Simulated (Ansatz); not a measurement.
# Li2Mg, space group Cmcm: a single point from a YAML input

Computed with Ansatz's Python interface.

Run as a notebook:

```python
import ansatz as az
import numpy as np
```

```python
INPUT = """
crystal:
  lattice:
    - [1.645315, -7.42299, 0.0]
    - [1.645315, 7.42299, 0.0]
    - [0.0, 0.0, 4.903069]
  atoms:
    - { symbol: Li, position: [0.592194, 0.407806, 0.75] }
    - { symbol: Li, position: [0.253184, 0.746816, 0.75] }
    - { symbol: Li, position: [0.407806, 0.592194, 0.25] }
    - { symbol: Li, position: [0.746816, 0.253184, 0.25] }
    - { symbol: Mg, position: [0.92304, 0.07696, 0.75] }
    - { symbol: Mg, position: [0.07696, 0.92304, 0.25] }
kpoints:
  mp_grid: { grid: [7, 7, 5] }
hamiltonian:
  xc: pbesol
scf:
  occupations: { method: fermi_dirac, width: 0.05 }
basis:
  ecutwfc: "44.1 Ry"
output:
  forces: true
  stress: true
  eigenvalues: true
"""
```

```python
planned = az.Session.from_yaml(INPUT).plan(threads=1, pin="off")
done = planned.execute()
r = done.report

r["mixing_algorithm"], r["preconditioner"], r["eigensolver"]
```

    ('MSR1', 'Kerker', 'band_cg')

```python
energy = r["free_energy_ev"]
print("Li2Mg: {:.6f} eV = {:.6f} Ry = {:.6f} Ha".format(energy, energy / 13.605693, energy / 27.211386))
print("Fermi level {:.4f} eV, {} k-points, {} symmetry operations".format(r["fermi_energy_ev"], r["n_kpoints"], r["n_symmetry_ops"]))
```

    Li2Mg: -4636.371976 eV = -340.767058 Ry = -170.383529 Ha
    Fermi level 2.8405 eV, 48 k-points, 8 symmetry operations

```python
# pressure is a third of the trace
sigma = r["stress_gpa"]
voigt = [sigma[0][0], sigma[1][1], sigma[2][2], sigma[1][2], sigma[0][2], sigma[0][1]]
print("stress xx yy zz yz xz xy (GPa, compression positive):", " ".join(f"{s:.3f}" for s in voigt))
print("P =", round(10 * float(np.mean(voigt[:3])), 2), "kbar")
```

    stress xx yy zz yz xz xy (GPa, compression positive): 0.383 -0.399 0.047 0.000 -0.000 -0.000
    P = 0.11 kbar

```python
gap = None if "band_edges_ev" not in r else r["band_edges_ev"][1] - r["band_edges_ev"][0]
print("gap on the k mesh:", "withheld (metal, or smearing too wide to tell)" if gap is None else f"{gap:.3f} eV")
print("lowest empty less highest filled band, by band count:", round(r["gap_by_band_count_ev"], 3), "eV")
```

    gap on the k mesh: withheld (metal, or smearing too wide to tell)
    lowest empty less highest filled band, by band count: -1.912 eV

```python
fermi = r["fermi_energy_ev"]
print("levels less the Fermi level (eV) at the first k-points")
for k, levels in list(zip(r["kpoints_frac"], r["eigenvalues_ev"]))[:6]:
    print("k = ({:.3f}, {:.3f}, {:.3f})".format(*k))
    print("   ", " ".join(f"{e - fermi:.3f}" for e in levels))
```

    levels less the Fermi level (eV) at the first k-points
    k = (0.000, 0.000, 0.000)
        -75.482 -75.481 -45.788 -45.769 -45.573 -45.573 -42.425 -42.425 -42.421 -42.420 -42.419 -42.418 -5.180 -2.920 -2.240 -0.461 1.646 2.106 2.234 3.238 3.773 4.480
    k = (0.000, 0.000, 0.200)
        -75.482 -75.482 -45.786 -45.771 -45.573 -45.573 -42.425 -42.425 -42.421 -42.420 -42.419 -42.418 -4.973 -2.882 -2.037 -1.389 0.748 0.956 3.265 4.591 4.843 5.357
    k = (0.000, 0.000, 0.400)
        -75.482 -75.482 -45.781 -45.776 -45.573 -45.573 -42.425 -42.425 -42.420 -42.420 -42.418 -42.418 -4.368 -3.453 -1.577 -1.430 -0.654 -0.415 5.145 5.760 5.940 6.137
    k = (0.000, 0.143, 0.000)
        -75.482 -75.481 -45.786 -45.769 -45.573 -45.572 -42.425 -42.424 -42.421 -42.421 -42.420 -42.420 -4.921 -2.770 -1.886 -0.179 1.787 2.082 2.824 2.957 3.475 4.281
    k = (0.000, 0.143, 0.200)
        -75.482 -75.481 -45.785 -45.771 -45.573 -45.572 -42.425 -42.425 -42.421 -42.421 -42.420 -42.420 -4.713 -2.693 -1.735 -1.135 0.724 1.375 3.431 4.275 4.448 4.691
    k = (0.000, 0.143, 0.400)
        -75.482 -75.482 -45.780 -45.775 -45.573 -45.573 -42.425 -42.425 -42.421 -42.420 -42.420 -42.420 -4.104 -3.185 -1.559 -0.993 -0.641 0.004 4.850 5.025 5.566 5.966

Reading the output:
- These settings explore the input space; cutoff and mesh may be short of convergence.
- The computed bands are complete only to about 2.8 eV above the Fermi level.
- The mesh is modest for a metal, so energies can be off by several to tens of meV an atom and pressures by half a GPa or more; differences at equal mesh fare better.
- Only differences from the Fermi energy are physical; the zero of the scale is a convention.
- A gap by band count of zero or less means overlapping bands, a metal.
- The structure comes from a database of computed cells and needn't be a stable or known phase.
- Gaps and levels are Kohn-Sham values on a finite set of k-points.
- Timing: 8.1 s on 1 thread of Arm Neoverse V2 (shared host), peak memory 0.53 GiB.

(Lines on the test bed's own set-up are left out of the output.)
